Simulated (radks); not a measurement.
# Sm³²⁺ in [Ar] 3d10 4p2: an all-electron calculation

An exercise on one series of results from a longer session: the logs are not shown, and one member is left open.

The numbers are computed with radks (a radial shooting solver on a logarithmic mesh, Libxc functionals) version 1 (scalar-relativistic Kohn-Sham, PBEsol, spin-polarised, spherical densities, finite nucleus; open shells are filled with parallel spins first), except any that are marked as measured or tabulated.

## Starting point

- element: samarium (Z = 62)
- charge: +32
- electrons: 30
- configuration: [Ar] 3d10 4p2
- nuclear rms radius: 5.0819 fm

Outer shells as boxes (Hund's rule):

Sm³²⁺
```
[Ar] core
3d [↑↓][↑↓][↑↓][↑↓][↑↓]
4p [↑ ][↑ ][  ]
```

Set-up of the first run:

The run's settings:

```text
Z 62
configuration [Ar] 3d10 4p2
relativity scalar-relativistic
functional pbe_sol,pbe_sol
spin polarised
nucleus finite rms 5.0819 fm
c 137.035999084
```

Command:

```sh
$ python run_ks.py task.json out
```

The same process makes all the runs of this session.

One of the session's tables, all rows but one given; the rest of the session is left out.

It belongs to the step «Orbitals and density». From the orbitals of this run (lengths in bohr):

```
  level      <r>  outermost maximum (interpolated)  90 % within  nodes
  1s up  0.02275                            0.0145       0.0411      0
1s down  0.02275                            0.0145       0.0411      0
  2s up  0.09687                            0.0821        0.150      1
2s down  0.09686                            0.0821        0.150      1
  2p up  0.08530                            0.0663        0.139      0
2p down  0.08530                            0.0663        0.139      0
  3s up   0.2511                             0.232        0.367      2
3s down        ?                                 ?            ?      ?
  3p up   0.2484                             0.227        0.370      1
3p down   0.2482                             0.227        0.370      1
  3d up   0.2248                             0.185        0.348      0
3d down   0.2245                             0.185        0.348      0
  4p up   0.5203                             0.512        0.740      2
4p down   0.5195                             0.511        0.740      2
```

Estimate the missing values for 3s down.

As computed: <r>: 0.2509; outermost maximum (interpolated): 0.232; 90 % within: 0.367; nodes: 2. In the column «<r>» it lies between 3p up (0.2484) and 3s up (0.2511).
